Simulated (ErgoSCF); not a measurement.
# One shape, several levels: ZnH2 (SMILES [ZnH2])

Wanted: a comparison of 5 runs (HF/3-21G, HF/def2-SVP, B3LYP/6-31G*, BLYP/6-31G*, PBE0/def2-SVP) of ZnH2. 

Program for the calculation: ErgoSCF 3.8.

3 further runs of the same task are left out: 1 that didn't finish, 2 set aside as unsound or not needed.

### 1 The structure to begin with

ZnH2: 3 atoms, total charge 0, spin state singlet. SMILES: `[ZnH2]`. Geometry: relaxed at PBE0-D4/def2-TZVP.

Bond lengths: Zn1–H2 1.544 Å, Zn1–H3 1.544 Å. Angles: H2–Zn1–H3 180.0°.

### 2 A single-point energy at HF/3-21G (run 1)

File input.xyz:

```xyz
3

Zn    -0.003700    -0.021600    -0.004400
H      0.590600     1.324200     0.465500
H     -0.597900    -1.367400    -0.474400
```

File input.ego:

```
set_nthreads(1)
molecule "input.xyz"
basis = "3-21G"
tmpdir = "."
scf.output_mulliken_pop = 1
scf.use_diagonalization = 1
charge = 0
scf.max_number_of_iterations = 120
run "HF"
```

The basis set 3-21G is read from a file made from the Basis Set Exchange's data (not shown).

The run is started by

```
ergo input.ego
```

What it wrote:

```text
[...]
INSC SCF_general constructor, number of basis functions: 31
[...]
INSC Energy   1 =      -1225.38617677134
[...]
INDE E_LUMO =          0.05102369300
[...]
INSC Energy  16 =      -1770.07795891931  ( diff     -0.000000000004775 )
[...]
RESC CONVERGED after  16 iterations.
RESC FINAL ENERGY:      -1770.07795891931
[...]
INSC SCF: dipole_moment_x [atomic units] =      -0.00007743
INSC SCF: dipole_moment_y [atomic units] =       0.00000027
INSC SCF: dipole_moment_z [atomic units] =       0.00007765
[...]
```

Run time: 1.6 s. Hardware: 1 thread of Arm Neoverse V2, shared host.

### 3 A single-point energy at HF/def2-SVP (run 2)

input.xyz is that of step 2.

File ergo.in:

```
set_nthreads(1)
scf.use_diagonalization = 1
basis = "def2-SVP"
tmpdir = "."
scf.max_number_of_iterations = 120
charge = 0
scf.output_mulliken_pop = 1
molecule "input.xyz"
run "HF"
```

The basis set def2-SVP is read from a file made from the Basis Set Exchange's data (not shown).

The run is started by

```
ergo < ergo.in
```

What it wrote:

```text
[...]
INSC SCF_general constructor, number of basis functions: 41
[...]
INSC Energy   1 =       -997.75430848664
[...]
INDE E_LUMO =          0.11359609994
[...]
INSC Energy  16 =      -1778.68215827914  ( diff     -0.000000000001364 )
[...]
RESC CONVERGED after  16 iterations.
RESC FINAL ENERGY:      -1778.68215827914
[...]
INSC SCF: dipole_moment_x [atomic units] =      -0.00008153
INSC SCF: dipole_moment_y [atomic units] =      -0.00000042
INSC SCF: dipole_moment_z [atomic units] =       0.00008120
[...]
```

Wall time 6 s (1 thread of Arm Neoverse V2, shared host).

Runs 3 to 4 aren't shown in full; the table further down has their settings and results.

### 4 A single-point energy at PBE0/def2-SVP (run 5)

File input.ego:

```
set_nthreads(1)
molecule_inline
Zn    -0.00699199    -0.04081808    -0.00831479
H      1.11607225     2.50237533     0.87966751
H     -1.12986725    -2.58401150    -0.89648607
EOF
scf.use_diagonalization = 1
XC.radint = 1e-11
XC.angint = 41
basis = "def2-SVP"
XC.sparse_mode = 0
tmpdir = "."
scf.max_number_of_iterations = 120
scf.output_mulliken_pop = 1
run "PBE0"
```

The basis set def2-SVP is read from a file made from the Basis Set Exchange's data (not shown).

The run is started by

```
ergo input.ego
```

What it wrote:

```text
[...]
INDF Weighted mixed functional:
[...]
INSC Energy   1 =      -1009.29257748186
[...]
INDE E_LUMO =          0.04376718489
[...]
INSC Energy  23 =      -1780.04474348935  ( diff     -0.000000000009322 )
[...]
RESC CONVERGED after  23 iterations.
RESC FINAL ENERGY:      -1780.04474348935
[...]
INSC SCF: dipole_moment_x [atomic units] =      -0.00006199
INSC SCF: dipole_moment_y [atomic units] =      -0.00000108
INSC SCF: dipole_moment_z [atomic units] =       0.00006113
[...]
```

Run time: 10 s. Hardware: 1 thread of Arm Neoverse V2, shared host.

### 5 Overview of the runs

```
run                               level  integration grid  radint   energy (Eh)  dipole moment (D)  wall time
  1                            HF/3-21G                 –       –  -1770.077959               0.00      1.6 s
  2                         HF/def2-SVP                 –       –  -1778.682158               0.00        6 s
  3  B3LYP/6-31G* (spherical functions)             Turbo   1e-11  -1780.264505               0.00       11 s
  4   BLYP/6-31G* (spherical functions)             Turbo   1e-11  -1780.278796               0.00      6.9 s
  5                       PBE0/def2-SVP             Turbo   1e-11  -1780.044743               0.00       10 s
```

### 6 Outcome

| quantity | value |
| --- | --- |
| run 5: total energy | -1780.04474 Eh |
| run 5: dipole moment | 0.00 D |

What this shows: Totals of different functionals can't be ranked against each other. All runs together took 36 s, the longest 11 s.
